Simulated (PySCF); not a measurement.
# cyclo-(Cl2SiS)4: geometry, NMR shifts and electronic excitations

Aim: predict the NMR shifts and electronic excitations of cyclo-(Cl2SiS)4.

The runs use PySCF 2.14.0, with density-fitted response routines of our own; the level of theory stands in each step. All values are computed, except where a source is named. Atoms are numbered from 0 throughout.

## Step 1: Starting geometry

16 atoms, charge 0, multiplicity 1; geometry from: GFN2-xTB. The atoms were then displaced at random by about 0.03 Å, so the start is not that level's minimum.

Bonds of the start (Å): Si0–Cl1 2.04, Si0–Cl2 2.05, Si0–S3 2.17, Si0–S15 2.05, S3–Si4 2.23, Si4–Cl5 2.03, Si4–Cl6 1.96, Si4–S7 2.16, S7–Si8 2.16, Si8–Cl9 2.03, Si8–Cl10 1.97, Si8–S11 2.18, S11–Si12 2.21, Si12–Cl13 2.03, Si12–Cl14 1.95, Si12–S15 2.08.

## Step 2: Relaxing the molecule at PBE0-D3(BJ)/def2-SVP

Job settings and geometry (Å):

```
{"job": {"xc": "PBE0", "basis": "def2-SVP", "d3": "d3bj", "grid": 1, "maxiter": 40, "shake": 0.03, "kind": "geom"}, "charge": 0, "multiplicity": 1}
Si    -0.922840     1.139910    -1.864770
Cl    -2.662410     0.307230    -2.541960
Cl    -0.602470     2.873710    -2.916100
S     -1.068900     1.864870     0.179360
Si    -2.068530     0.184320     1.251040
Cl    -1.707940     0.593730     3.204640
Cl    -3.982260     0.078210     0.863750
S     -1.180760    -1.685310     0.637850
Si     0.784160    -1.773120     1.518570
Cl     1.704240    -3.261050     0.491670
Cl     0.688970    -2.123830     3.457730
S      1.833790     0.115490     1.261600
Si     2.172960     0.398980    -0.900580
Cl     3.725710    -0.813170    -1.371760
Cl     2.655520     2.278200    -1.098800
S      0.596420    -0.212110    -2.105820
```

The run is started by

```
$ OMP_NUM_THREADS=2 python probes_run.py task.json out
```

The driver reads the jobs from task.json and runs them one after another.

The log of the run:

```text
step   0  E = -6428.80802201  max force = 0.058632
step   1  E = -6428.82664844  max force = 0.023171
step   2  E = -6428.83049592  max force = 0.003672
step   3  E = -6428.83080056  max force = 0.002129
step   4  E = -6428.83087493  max force = 0.000740
step   5  E = -6428.83088196  max force = 0.000446
optimisation converged
```

Run time: 7.2 min. Hardware: 2 threads of Intel Xeon Platinum 8375C at 2.90GHz, shared host; peak memory 4.1 GiB.

Step by step:

| step | energy from step 0 (eV) | largest force component (eV/Å) |
| --- | --- | --- |
| 0 | 0.0000 | 3.0150 |
| 1 | -0.5069 | 1.1915 |
| 2 | -0.6115 | 0.1888 |
| 3 | -0.6198 | 0.1095 |
| 4 | -0.6219 | 0.0381 |
| 5 | -0.6221 | 0.0229 |

Close pairs (by a distance rule), those that changed most:

| bond | before (Å) | after (Å) | change (Å) |
| --- | --- | --- | --- |
| Si12–Cl14 | 1.950 | 2.044 | +0.094 |
| Si0–S15 | 2.048 | 2.142 | +0.094 |
| S3–Si4 | 2.230 | 2.141 | -0.089 |
| Si4–Cl6 | 1.955 | 2.042 | +0.086 |
| Si8–Cl10 | 1.973 | 2.041 | +0.068 |
| S11–Si12 | 2.207 | 2.141 | -0.066 |
| Si12–S15 | 2.076 | 2.129 | +0.053 |
| Si8–S11 | 2.176 | 2.131 | -0.045 |

The next job starts from the end point, and lists it.

| at the end point | value |
| --- | --- |
| point group (found at 0.08 Å tolerance) | S4 |
| rotational constants (GHz, main isotopes) | 0.165, 0.164, 0.111 |
| dipole moment (D) | 0.02 |

## Step 3: NMR shieldings: PBE0/pcSseg-1

Job settings and geometry (Å):

```
{"job": {"kind": "nmr", "xc": "PBE0", "basis": "pcSseg-1"}, "charge": 0, "multiplicity": 1}
Si    -0.889627     1.050306    -1.859116
Cl    -2.557696     0.020317    -2.440510
Cl    -0.600811     2.644223    -3.100559
S     -1.102295     1.922213     0.072889
Si    -1.949330     0.325425     1.219790
Cl    -1.446319     0.763782     3.151287
Cl    -3.982878     0.312232     1.035812
S     -1.353003    -1.634059     0.634645
Si     0.657699    -1.760317     1.352647
Cl     1.539891    -3.180071     0.174720
Cl     0.675800    -2.391058     3.293337
S      1.737724     0.076638     1.375687
Si     2.172880     0.379698    -0.698170
Cl     3.890421    -0.602223    -1.200455
Cl     2.460317     2.395264    -0.883834
S      0.712888    -0.356311    -2.061750
```

Level: GIAO PBE0/pcSseg-1 NMR shielding, non-relativistic, gas phase.

The log of the run:

```text
coarse grid: 25984 points
cycle   1  E = -6430.2082893890  dE =  2.656e+00  |g| = 8.548e-01  |ddm| = 4.898e+00
cycle   2  E = -6429.9218060419  dE =  2.865e-01  |g| = 1.377e+00  |ddm| = 2.909e+00
cycle   3  E = -6430.4133955491  dE = -4.916e-01  |g| = 1.040e-01  |ddm| = 1.906e+00
cycle   4  E = -6430.4158086838  dE = -2.413e-03  |g| = 4.370e-02  |ddm| = 2.081e-01
cycle   5  E = -6430.4162934699  dE = -4.848e-04  |g| = 7.468e-03  |ddm| = 6.706e-02
cycle   6  E = -6430.4163058681  dE = -1.240e-05  |g| = 2.300e-03  |ddm| = 1.296e-02
cycle   7  E = -6430.4163071245  dE = -1.256e-06  |g| = 3.714e-04  |ddm| = 3.184e-03
final grid: 188656 points
cycle   8  E = -6430.5060562088  dE = -6.761e-05  |g| = 1.021e-02  |ddm| = 3.702e-02
cycle   9  E = -6430.5060529669  dE =  3.242e-06  |g| = 9.232e-03  |ddm| = 2.280e-02
cycle  10  E = -6430.5060721339  dE = -1.917e-05  |g| = 1.095e-03  |ddm| = 1.385e-02
cycle  11  E = -6430.5060724697  dE = -3.359e-07  |g| = 2.780e-04  |ddm| = 1.879e-03
cycle  12  E = -6430.5060724892  dE = -1.946e-08  |g| = 6.082e-05  |ddm| = 4.697e-04
cycle  13  E = -6430.5060724902  dE = -9.823e-10  |g| = 1.454e-05  |ddm| = 9.495e-05
converged SCF energy = -6430.5060724902

GIAO shielding tensors (ppm)
atom      isotropic    diamagn.    paramagn.     s11        s22        s33       span
  0 Si     319.475     874.396    -554.921    293.893    327.098    337.433     43.539
  1 Cl     748.171    1147.597    -399.426    649.902    689.601    905.010    255.108
  2 Cl     745.896    1145.916    -400.020    652.563    668.944    916.183    263.619
  3 S      521.212    1059.751    -538.539    449.901    483.855    629.881    179.980
  4 Si     319.448     874.379    -554.931    293.679    326.716    337.949     44.271
  5 Cl     749.401    1147.572    -398.171    651.267    690.630    906.304    255.037
  6 Cl     745.419    1145.914    -400.495    652.533    667.162    916.561    264.027
  7 S      521.960    1059.761    -537.801    451.632    484.471    629.778    178.147
  8 Si     319.528     874.362    -554.834    294.477    326.506    337.601     43.124
  9 Cl     748.156    1147.602    -399.446    649.459    690.613    904.394    254.935
 10 Cl     745.473    1145.897    -400.423    652.198    668.369    915.853    263.655
 11 S      521.791    1059.721    -537.930    450.637    486.558    628.180    177.543
 12 Si     319.349     874.357    -555.007    294.354    326.990    336.703     42.349
 13 Cl     744.830    1145.925    -401.095    651.221    668.031    915.237    264.016
 14 Cl     748.670    1147.567    -398.898    651.423    688.369    906.216    254.794
 15 S      521.386    1059.736    -538.350    449.787    485.859    628.513    178.726
```

Run time: 3.3 min. Hardware: 2 threads of Intel Xeon Platinum 8375C at 2.90GHz, shared host; peak memory 4.2 GiB.

The references, computed at this level on geometries of the same kind, shield at (ppm): 29Si TMS 352.0, 33S CS2 496, 35Cl HCl 943. Their shielding less the atom's gives the shift. The references are single molecules in the gas phase. Atoms listed in one row are averaged.

| atoms | environment | σ (ppm) | δ (ppm) |
| --- | --- | --- | --- |
| Si0, Si4, Si8, Si12 | silicon bonded to 2 Cl, 2 S | 319.4 | 32.5 |
| Cl1, Cl2, Cl5, Cl6, Cl9 and 3 more | chlorine bonded to Si | 747 | 196 |
| S3, S7, S11, S15 | sulfur bonded to 2 Si | 522 | -26 |

The run also stored atomic charges by several schemes (e):

| atoms | Mulliken | IAO | Hirshfeld | ESP fit |
| --- | --- | --- | --- | --- |
| Si0, Si4, Si8, Si12 | 0.77 | 0.86 | 0.30 | 0.03 |
| Cl1, Cl2, Cl5, Cl6, Cl9 and 3 more | -0.22 | -0.26 | -0.09 | 0.00 |
| S3, S7, S11, S15 | -0.32 | -0.35 | -0.13 | -0.02 |

Mayer bond orders: Si0–Cl1 1.03, Si0–Cl2 1.06, Si0–S3 0.99, Si0–S15 0.97, S3–Si4 0.97, Si4–Cl5 1.04, Si4–Cl6 1.06, Si4–S7 0.99, S7–Si8 0.97, Si8–Cl9 1.03, Si8–Cl10 1.06, Si8–S11 0.99, S11–Si12 0.97, Si12–Cl13 1.06, Si12–Cl14 1.04, Si12–S15 0.99.

Ring of atoms Si0, S3, Si4, S7, Si8, S11, Si12, S15: NICS(0) -3.5, NICS(1) -4.0, NICS(1)zz 6.2 ppm (means of both faces).

The fields below are evaluated on a grid from the run's orbitals.

Frontier orbitals at PBE0/pcSseg-1, with the share of their density that lies nearest to each atom:

| orbital | energy (eV) | lies on |
| --- | --- | --- |
| HOMO | -8.60 | S3, S11 about 32 % each; S7, S15 about 9 % each |
| LUMO | -1.75 | 4 S atoms about 12 % each; 4 Si atoms about 10 % each |

ELF in a plane through or near 4 of the atoms.

Ten even steps from ' ' (0.00) to '@' (0.90):
```
                                                        
                    ....                                
              ..--++****++::                            
            ..++%%@@@@@@@@**                            
            ..++%%@@**%%%%--              ....          
              ..--##@@%%++....====..    --****==::      
                ..--..==..####%%%%**::--%%@@@@@@++..    
            ....::--##%%..@@####@@%%--**%%::::@@##::    
                ..----::==++**%%@@##--**%%%%@@@@##::    
                    ....    ....::::....::**%%##==..    
    ..==**##++::....::::....    ....          ..        
    ::##@@%%%%%%**--##@@%%****==::----..                
    ::##@@::--%%**--%%@@####%%::%%%%::--....            
    ..++@@@@@@%%--::**%%%%####..==::--..                
      ::++####--    ..====....++%%@@##--..              
          ....              --%%%%**@@%%++..            
                            **@@@@@@@@%%++..            
                            --++****++--..              
                                ....                    
                                                        
```
The map spans 12.8 Å across and 12.8 Å up, centred on the molecule. Atoms in the plane (x, y in Å): Si0 (-1.3, 1.9), Cl6 (-3.8, -1.6), Si8 (1.3, -1.9), Cl13 (3.8, 1.6).

On the surface of density 0.002 e/bohr³ the electrostatic potential runs, from the 1st to the 99th percentile, from -0.09 V near S11 to 1.16 V near Si12.

## Step 4: TDDFT and polarisability: B3LYP/def2-SVPD

Settings changed since step 3:

```diff
@@ -1,2 +1,2 @@
-{"job": {"kind": "nmr", "xc": "PBE0", "basis": "pcSseg-1"}, "charge": 0, "multiplicity": 1}
+{"job": {"kind": "uv", "xc": "B3LYP", "basis": "def2-SVPD", "ip": true, "nstates": 10}, "charge": 0, "multiplicity": 1}
 Si    -0.889627     1.050306    -1.859116
```

Method: TDDFT B3LYP/def2-SVPD, vertical, gas phase, core orbitals frozen in the response.

The log of the run:

```text
coarse grid: 25984 points
cycle   1  E = -6430.4453399161  dE =  2.457e+00  |g| = 7.945e-01  |ddm| = 1.018e+01
cycle   2  E = -6430.1287111687  dE =  3.166e-01  |g| = 1.336e+00  |ddm| = 6.999e+00
cycle   3  E = -6430.6230555549  dE = -4.943e-01  |g| = 1.597e-01  |ddm| = 3.992e+00
cycle   4  E = -6430.6304033621  dE = -7.348e-03  |g| = 4.127e-02  |ddm| = 6.990e-01
cycle   5  E = -6430.6308873164  dE = -4.840e-04  |g| = 1.280e-02  |ddm| = 1.799e-01
cycle   6  E = -6430.6309371720  dE = -4.986e-05  |g| = 1.596e-03  |ddm| = 4.508e-02
cycle   7  E = -6430.6309378436  dE = -6.717e-07  |g| = 5.277e-04  |ddm| = 8.755e-03
final grid: 188656 points
cycle   8  E = -6431.2770188370  dE = -1.969e-05  |g| = 5.263e-03  |ddm| = 1.459e-01
cycle   9  E = -6431.2770133560  dE =  5.481e-06  |g| = 6.727e-03  |ddm| = 2.620e-02
cycle  10  E = -6431.2770250934  dE = -1.174e-05  |g| = 1.460e-03  |ddm| = 1.807e-02
cycle  11  E = -6431.2770257414  dE = -6.480e-07  |g| = 1.292e-04  |ddm| = 4.128e-03
cycle  12  E = -6431.2770257458  dE = -4.387e-09  |g| = 5.141e-05  |ddm| = 6.878e-04
cycle  13  E = -6431.2770257466  dE = -8.349e-10  |g| = 7.036e-06  |ddm| = 1.914e-04
converged SCF energy = -6431.2770257466

Static polarisability (au): isotropic 275.548, principal 238.110 294.080 294.453

Singlet excitations
state   eV       nm        f      main configurations
  1   5.3021    233.8   0.00091   H->L 0.92
  2   5.3085    233.6   0.00093   H-1->L 0.92
  3   5.4238    228.6   0.00001   H->L+1 0.39, H-2->L 0.29, H-1->L+2 0.22
  4   5.5000    225.4   0.00095   H-1->L+2 0.43, H->L+1 0.34, H->L+2 0.10
  5   5.5130    224.9   0.00006   H-1->L+1 0.84, H->L+1 0.10
  6   5.5286    224.3   0.00002   H->L+2 0.78, H-1->L+2 0.15
  7   5.6290    220.3   0.01038   H-1->L+3 0.46, H->L+3 0.29, H-2->L+1 0.15
  8   5.6388    219.9   0.01054   H->L+3 0.47, H-1->L+3 0.29, H-2->L+2 0.14
  9   5.7423    215.9   0.00000   H-2->L 0.65, H-1->L+2 0.14, H->L+1 0.12
 10   5.8552    211.8   0.00124   H-2->L+2 0.27, H->L+4 0.21, H->L+3 0.20

Triplet excitations (Tamm-Dancoff, eV): 5.0605 5.0681 5.1672 5.2082
Vertical ionisation energy (delta-SCF) = 9.5063 eV
Vertical electron affinity (delta-SCF) = 0.4289 eV
```

Wall time 13 min (2 threads of Intel Xeon Platinum 8375C at 2.90GHz, shared host); peak memory 3.8 GiB.

The orbitals next to the gap, with their largest atomic shares:

| orbital | eV | atoms |
| --- | --- | --- |
| HOMO−3 | -8.82 | S7 14 %, S15 14 %, S3 13 % |
| HOMO−2 | -8.36 | S15 19 %, S3 19 %, S11 19 % |
| HOMO−1 | -8.06 | S7 30 %, S15 30 %, S11 10 % |
| HOMO | -8.05 | S3 30 %, S11 30 %, S7 9 % |
| LUMO | -1.77 | S3 13 %, S7 13 %, S15 13 % |
| LUMO+1 | -1.67 | Cl1 9 %, Cl13 8 %, Cl9 8 % |
| LUMO+2 | -1.65 | Cl5 9 %, Cl14 8 %, Cl2 8 % |

With each of the 10 states as a Gaussian band of 0.4 eV half-width at 1/e, the curve within the window shown has maxima at 220 nm (ε 960) L/(mol cm). Beyond the last state computed it falls off for lack of states. The curve at chosen wavelengths:

nm, ε (L/mol/cm) and a bar:
```
      201        187 ######
      203        266 ########
      206        412 #############
      208        522 ################
      211        688 #####################
      213        787 #########################
      216        901 ############################
      218        945 ##############################
      221        957 ##############################
      223        931 #############################
      226        849 ###########################
      228        774 ########################
      231        646 ####################
      233        558 #################
      236        433 #############
      238        358 ###########
      241        262 ########
      243        209 ######
      246        145 ####
      248        113 ###
      251         76 ##
      253         57 #
      256         37 #
      258         28 
      261         17 
      263         13
```

Leading natural transition orbitals of singlet state 8: the hole lies on S3, S11 about 40 % each; the particle on 4 Si atoms about 9 % each; 4 S atoms about 6 % each; 4 Cl atoms about 6 % each.

Leading natural transition orbitals of singlet state 1: the hole lies on S3, S11 about 36 % each; the particle on 4 S atoms about 12 % each; 4 Si atoms about 9 % each.

Further results of this job:

| property | computed |
| --- | --- |
| dipole moment (D) | 0.02 |
| polarisability (Å³) | 40.83 |
| HOMO–LUMO gap (eV) | 6.28 |
| −ε(HOMO) (eV) | 8.05 |

## Step 5: Nuclear shieldings: B3LYP/pcSseg-1

Settings changed since step 4:

```diff
@@ -1,2 +1,2 @@
-{"job": {"kind": "uv", "xc": "B3LYP", "basis": "def2-SVPD", "ip": true, "nstates": 10}, "charge": 0, "multiplicity": 1}
+{"job": {"kind": "nmr", "xc": "B3LYP", "basis": "pcSseg-1", "pop": false}, "charge": 0, "multiplicity": 1}
 Si    -0.889627     1.050306    -1.859116
```

With the program's defaults for keys left out, this is: GIAO B3LYP/pcSseg-1 NMR shielding, non-relativistic, gas phase.

The log of the run:

```text
coarse grid: 25984 points
cycle   1  E = -6432.6986089691  dE =  2.602e+00  |g| = 9.036e-01  |ddm| = 4.818e+00
cycle   2  E = -6432.3186697355  dE =  3.799e-01  |g| = 1.545e+00  |ddm| = 3.176e+00
cycle   3  E = -6432.9252086347  dE = -6.065e-01  |g| = 1.280e-01  |ddm| = 2.098e+00
cycle   4  E = -6432.9289986569  dE = -3.790e-03  |g| = 5.248e-02  |ddm| = 2.498e-01
cycle   5  E = -6432.9296897554  dE = -6.911e-04  |g| = 1.042e-02  |ddm| = 7.716e-02
cycle   6  E = -6432.9297146159  dE = -2.486e-05  |g| = 2.619e-03  |ddm| = 1.677e-02
cycle   7  E = -6432.9297162183  dE = -1.602e-06  |g| = 4.587e-04  |ddm| = 3.660e-03
final grid: 188656 points
cycle   8  E = -6432.9778945136  dE = -1.792e-05  |g| = 4.714e-03  |ddm| = 2.807e-02
cycle   9  E = -6432.9778892057  dE =  5.308e-06  |g| = 6.570e-03  |ddm| = 1.363e-02
cycle  10  E = -6432.9778996514  dE = -1.045e-05  |g| = 8.463e-04  |ddm| = 8.734e-03
cycle  11  E = -6432.9778998346  dE = -1.833e-07  |g| = 2.102e-04  |ddm| = 1.413e-03
cycle  12  E = -6432.9778998452  dE = -1.061e-08  |g| = 3.788e-05  |ddm| = 3.015e-04
cycle  13  E = -6432.9778998456  dE = -3.456e-10  |g| = 9.085e-06  |ddm| = 6.634e-05
converged SCF energy = -6432.9778998456

GIAO shielding tensors (ppm)
atom      isotropic    diamagn.    paramagn.     s11        s22        s33       span
  0 Si     301.525     875.275    -573.750    274.855    310.070    319.650     44.795
  1 Cl     736.825    1148.227    -411.402    632.718    672.375    905.381    272.663
  2 Cl     733.818    1146.365    -412.547    634.066    651.628    915.759    281.692
  3 S      494.201    1060.988    -566.787    417.715    453.957    610.933    193.219
  4 Si     301.503     875.256    -573.753    274.601    309.717    320.192     45.591
  5 Cl     738.084    1148.196    -410.112    634.122    673.447    906.683    272.561
  6 Cl     733.325    1146.362    -413.037    634.031    649.788    916.155    282.124
  7 S      494.972    1061.002    -566.029    419.457    454.580    610.880    191.422
  8 Si     301.582     875.244    -573.662    275.412    309.484    319.851     44.440
  9 Cl     736.816    1148.232    -411.416    632.302    673.364    904.782    272.480
 10 Cl     733.398    1146.344    -412.946    633.699    651.027    915.467    281.768
 11 S      494.791    1060.960    -566.169    418.357    456.849    609.167    190.810
 12 Si     301.406     875.237    -573.831    275.290    309.980    318.949     43.658
 13 Cl     732.752    1146.375    -413.622    632.692    650.736    914.829    282.137
 14 Cl     737.371    1148.193    -410.822    634.371    671.124    906.619    272.248
 15 S      494.387    1060.977    -566.591    417.643    455.950    609.566    191.923
```

Run time: 2.8 min. Hardware: 2 threads of Intel Xeon Platinum 8375C at 2.90GHz, shared host; peak memory 3.7 GiB.

In short: δ Si0 36.4, Cl1 195, S3 -9 ppm (means over like atoms).

## Step 6: Side by side: NMR shifts

Shifts (ppm), means over like atoms, with basis size and wall time:

| run | Si0 | Cl1 | S3 | functions | time |
| --- | --- | --- | --- | --- | --- |
| PBE0/pcSseg-1 | 32.5 | 196 | -26 | 384 | 3.3 min |
| B3LYP/pcSseg-1 | 36.4 | 195 | -9 | 384 | 2.8 min |

## Step 7: Results

```
                                                                  quantity                        value
                                                               point group                           S4
                                      rotational constants (main isotopes)         0.16, 0.16, 0.11 GHz
  29Si shifts against TMS (PBE0/pcSseg-1, means over atoms taken as alike)                     32.5 ppm
  35Cl shifts against HCl (PBE0/pcSseg-1, means over atoms taken as alike)                      196 ppm
   33S shifts against CS2 (PBE0/pcSseg-1, means over atoms taken as alike)                      -26 ppm
potential on the surface of density 0.002 e/bohr³, 1st and 99th percentile           -0.09 V and 1.16 V
                                          lowest singlet (B3LYP/def2-SVPD)  5.30 eV (234 nm), f = 0.001
                                  brightest single state of those computed  state 8, 5.64 eV, f = 0.011
                                                            lowest triplet                      5.06 eV
                                         vertical ionisation energy (ΔSCF)                      9.51 eV
                                         vertical electron affinity (ΔSCF)                      0.43 eV
                            range of the shift of S3 (with its like atoms)                -26 to -9 ppm
```

**Reading.** The start of the PBE0/def2-SVP relaxation was shaken at random by about 0.03 Å, so part of the energy gained, and of the first lengths quoted, undoes that. The optimisation took 5 steps and gained 0.622 eV; among the close pairs (by a distance rule), Si12–Cl14 changed most, from 1.950 to 2.044 Å. At PBE0/pcSseg-1: The largest span, 259 ppm, is at Cl1, Cl2, Cl5, Cl6, Cl9 and 3 more, where the paramagnetic term is -400 ppm. At PBE0/pcSseg-1, counted by nearest atom on the grid, the HOMO lies on S3, S11 about 32 % each; S7, S15 about 9 % each, the LUMO on 4 S atoms about 12 % each; 4 Si atoms about 10 % each. The lowest singlet, at 5.30 eV, is HOMO→LUMO 0.92 and is dark; of the 10 states computed, the strongest absorption comes from states 7 to 8 together at 5.64 eV. The lowest triplet lies 0.24 eV below the lowest singlet (triplets in Tamm-Dancoff, singlets in full TDDFT). ΔSCF puts the ionisation energy at 9.51 eV, 1.45 eV above −ε(HOMO). In ppm, S3 (with its like atoms) moves most: its shift spreads over 17 ppm, from -26 (PBE0/pcSseg-1) to -9 (B3LYP/pcSseg-1).
